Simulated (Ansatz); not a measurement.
# C2H8ClGeNO: one species, many methods

An exercise on one series of results from a longer session: the logs are not shown, and one member is left open.

The runs use Ansatz 0.2.0, Gaussian basis; functionals in def2-TZVPP, the program's frozen cores in correlated methods.

Plan: PBE-D4, r2SCAN-D4, PBE0-D4, B3LYP-D4, ωB97X-V, ωB97M-V, B2PLYP; CCSD(T)/def2-TZVPP; MP2/def2-QZVPP; extrapolation to the limit.

### Structure used throughout

The geometry comes from an earlier relaxation with PBE0-D4 in a triple-zeta def2 set; it is a stationary point, not always the lowest conformer.

14 atoms, charge 0, spin multiplicity 1.

Atoms are counted from 1 here; the program's logs count them from 0.

Bond lengths: C1–N2 1.452 Å, C1–H7 1.097 Å, C1–H8 1.093 Å, C1–H9 1.093 Å, N2–Ge3 1.811 Å, N2–H10 1.011 Å, Ge3–Cl4 2.153 Å, Ge3–O5 1.762 Å, Ge3–H11 1.534 Å, O5–C6 1.413 Å, C6–H12 1.097 Å, C6–H13 1.096 Å, C6–H14 1.092 Å. Angles: N2–C1–H7 114.0°, N2–C1–H8 109.6°, N2–C1–H9 110.2°, H7–C1–H8 107.6°, H7–C1–H9 108.2°, H8–C1–H9 106.9°, C1–N2–Ge3 120.2°, C1–N2–H10 112.6°, Ge3–N2–H10 113.3°, N2–Ge3–Cl4 113.8°, N2–Ge3–O5 108.0°, N2–Ge3–H11 109.6°, Cl4–Ge3–O5 103.1°, Cl4–Ge3–H11 108.5°, O5–Ge3–H11 113.8°, Ge3–O5–C6 118.2°, O5–C6–H12 111.9°, O5–C6–H13 112.1° and more.

The first run:

in.yaml reads:

```yaml
crystal:
  periodic: [false, false, false]
  atoms:
    - {symbol: C, position_ang: [-1.565931, -0.152025, -1.742367]}
    - {symbol: N, position_ang: [-0.982775, 0.112818, -0.439476]}
    - {symbol: Ge, position_ang: [0.387041, -0.903410, 0.170321]}
    - {symbol: Cl, position_ang: [-0.200533, -2.890433, 0.755071]}
    - {symbol: O, position_ang: [0.961052, -0.196177, 1.679203]}
    - {symbol: C, position_ang: [1.561165, 1.082023, 1.632550]}
    - {symbol: H, position_ang: [-2.234460, -1.021497, -1.763388]}
    - {symbol: H, position_ang: [-0.770879, -0.328359, -2.471543]}
    - {symbol: H, position_ang: [-2.127705, 0.720011, -2.087933]}
    - {symbol: H, position_ang: [-1.679844, 0.307836, 0.265757]}
    - {symbol: H, position_ang: [1.467249, -1.013946, -0.913258]}
    - {symbol: H, position_ang: [2.489326, 1.077602, 1.047136]}
    - {symbol: H, position_ang: [0.889220, 1.837857, 1.210724]}
    - {symbol: H, position_ang: [1.807075, 1.367710, 2.657213]}
basis:
  gaussian: {orbitals: def2-TZVPP}
hamiltonian: {xc: pbe, dispersion: d4}
output: {forces: true, orbitals: {seedname: orbitals}}
```

Started as:

```bash
$ ansatz run in.yaml --threads 2 --pin off --events-out ev --progress --plain --max-ram 32768MiB --backend cuda --devices 0, --max-vram 18GiB
```

Among the steps run: PBE-D4 (GGA); r2SCAN-D4 (meta-GGA); PBE0-D4 (hybrid); B3LYP-D4 (hybrid); ωB97X-V (range-separated); ωB97M-V (range-separated); B2PLYP (double hybrid); CCSD(T) in def2-TZVPP; MP2 in def2-QZVPP.

One table of the session follows, with a row left open; its other results are not shown here.

```
            method  atomisation energy (kcal/mol)
            PBE-D4                         1208.1
         r2SCAN-D4                         1187.7
           PBE0-D4                              ?
          B3LYP-D4                         1184.6
           ωB97X-V                         1192.9
           ωB97M-V                         1188.7
            B2PLYP                         1173.2
     HF/def2-TZVPP                          842.7
    MP2/def2-TZVPP                         1176.8
   CCSD/def2-TZVPP                         1141.3
CCSD(T)/def2-TZVPP                         1159.7
           MP2/CBS                         1206.9
       CCSD(T)/CBS                         1189.8
```

Estimate the missing values for PBE0-D4.

The run gave: atomisation energy (kcal/mol): 1186.4. In the column «atomisation energy (kcal/mol)» it lies between B3LYP-D4 (1184.6) and r2SCAN-D4 (1187.7).
